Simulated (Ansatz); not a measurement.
AsGeH₇OSi, SMILES [SiH3][O][GeH2][AsH2], vertical spin-state energies

With Ansatz's Python interface.

Run as a notebook:

In [1]:
```python
from dataclasses import dataclass
import warnings

import ansatz as az


@dataclass(frozen=True)
class Options:
    basis: str = "def2-SVP"
    xc: str = "r2SCAN"


settings = Options()

warnings.simplefilter("ignore", az.DeckWarning)
```

In [2]:
```python
geometry_ang = [
    ("Si", (-1.6291, 0.8221, 0.3391)),
    ("O", (-1.3753, -0.7455, -0.3209)),
    ("Ge", (0.3341, -1.1558, 0.0338)),
    ("As", (1.7896, -0.0507, -1.5224)),
    ("H", (-0.7708, 1.8057, -0.3386)),
    ("H", (-3.0324, 1.2081, 0.1311)),
    ("H", (-1.3555, 0.8198, 1.7851)),
    ("H", (0.7204, -0.7703, 1.4864)),
    ("H", (0.5206, -2.6865, -0.1209)),
    ("H", (1.7344, 1.2876, -0.7161)),
    ("H", (3.0641, -0.5345, -0.7566)),
]
molecule = az.Crystal.molecule()
for symbol, xyz in geometry_ang:
    molecule = molecule.atom(symbol, xyz)
```

In [3]:
```python
calc = molecule.calculation()
calc = calc.basis(gaussian=settings.basis)
calc = calc.functional(settings.xc)
found = {}
for unpaired in [0, 2]:
    summary = calc.spin("collinear", total=unpaired).run(threads=1, backend="cpu").report
    s = unpaired / 2
    found[unpaired] = summary["free_energy_ev"]
    print(f"2S+1 = {unpaired + 1}: E = {found[unpaired]:.5f} eV, <S^2> = {abs(summary['mean_field']['state']['spin_squared']):.3f} (pure state {s * (s + 1):.2f})")
lowest = min(found, key=found.get)
for unpaired, e in found.items():
    print(f"multiplicity {unpaired + 1}: {(e - found[lowest]):.3f} eV above the lowest")
```
```text
2S+1 = 1: E = -127378.66401 eV, <S^2> = 0.000 (pure state 0.00)
2S+1 = 3: E = -127373.43016 eV, <S^2> = 2.008 (pure state 2.00)
multiplicity 1: 0.000 eV above the lowest
multiplicity 3: 5.234 eV above the lowest
```

In order: multiplicity 1 (+0.00 eV) and multiplicity 3 (+5.23 eV), all at the one geometry.

Notes:
- The settings weren't tested for convergence.
- The geometry is a force-field or estimated start, not a minimum of this method, and the basis set is short of its limit. All parts are taken at fixed geometry, without zero-point energy.
- Wall time of the script: 110 s on 1 thread of Arm Neoverse V1 (shared host), peak memory 0.49 GiB.
